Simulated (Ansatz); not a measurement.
# ClH6N3Si: the cost of one run

Method: RKS B3LYP/def2-mTZVP, in Ansatz 0.2.0.

### 1 The starting structure

Bond lengths: Si1–Cl2 2.130 Å, Si1–N3 1.820 Å, N3–H4 1.060 Å, N3–H5 1.060 Å, Si1–N6 1.819 Å, N6–H7 1.060 Å, N6–H8 1.060 Å, Si1–N9 1.819 Å, N9–H10 1.060 Å, N9–H11 1.060 Å. Angles (14 of 15 angles, heavy atoms first): Cl2–Si1–N3 109.5°, Cl2–Si1–N6 109.5°, Cl2–Si1–N9 109.5°, N3–Si1–N6 109.5°, N3–Si1–N9 109.5°, N6–Si1–N9 109.5°, Si1–N3–H4 120.0°, Si1–N3–H5 120.0°, Si1–N6–H7 120.0°, Si1–N6–H8 120.0°, Si1–N9–H10 120.0°, Si1–N9–H11 120.0°, H4–N3–H5 120.0°, H7–N6–H8 120.0°.

As a file:

```xyz
11

Si    0.0000    0.0000    0.0000
Cl    0.0000    0.0000    2.1300
N     1.7163    0.0000   -0.6061
H     2.2145   -0.9180   -0.7868
H     2.2175    0.9180   -0.7783
N    -0.8572    1.4851   -0.6061
H    -1.8773    1.4300   -0.8888
H    -0.3367    2.4058   -0.6766
N    -0.8572   -1.4851   -0.6061
H    -1.3922   -2.1014    0.0704
H    -0.8219   -1.7344   -1.6357
```

### 2 Relaxing the start

Input file input.yaml:

```yaml
crystal:
  periodic: [false, false, false]
  atoms:
    - { symbol: Si, position_ang: [0.0, 0.0, 0.0] }
    - { symbol: Cl, position_ang: [0.0, 0.0, 2.13] }
    - { symbol: "N", position_ang: [1.7163, 0.0, -0.6061] }
    - { symbol: H, position_ang: [2.2145, -0.918, -0.7868] }
    - { symbol: H, position_ang: [2.2175, 0.918, -0.7783] }
    - { symbol: "N", position_ang: [-0.8572, 1.4851, -0.6061] }
    - { symbol: H, position_ang: [-1.8773, 1.43, -0.8888] }
    - { symbol: H, position_ang: [-0.3367, 2.4058, -0.6766] }
    - { symbol: "N", position_ang: [-0.8572, -1.4851, -0.6061] }
    - { symbol: H, position_ang: [-1.3922, -2.1014, 0.0704] }
    - { symbol: H, position_ang: [-0.8219, -1.7344, -1.6357] }
basis:
  gaussian: { orbitals: def2-mTZVP }
hamiltonian:
  xc: b3lyp
relax:
  f_tol: 0.02
  max_steps: 40
```

Started as:

```sh
> ansatz run input.yaml --threads 4 --pin off --max-ram 5120MiB --backend cpu --events-out ev --progress --plain --runs-dir out
```

What time and memory should one allow on 4 threads of Arm Neoverse V1, shared host?

About 31 s, with a peak of 0.27 GiB.
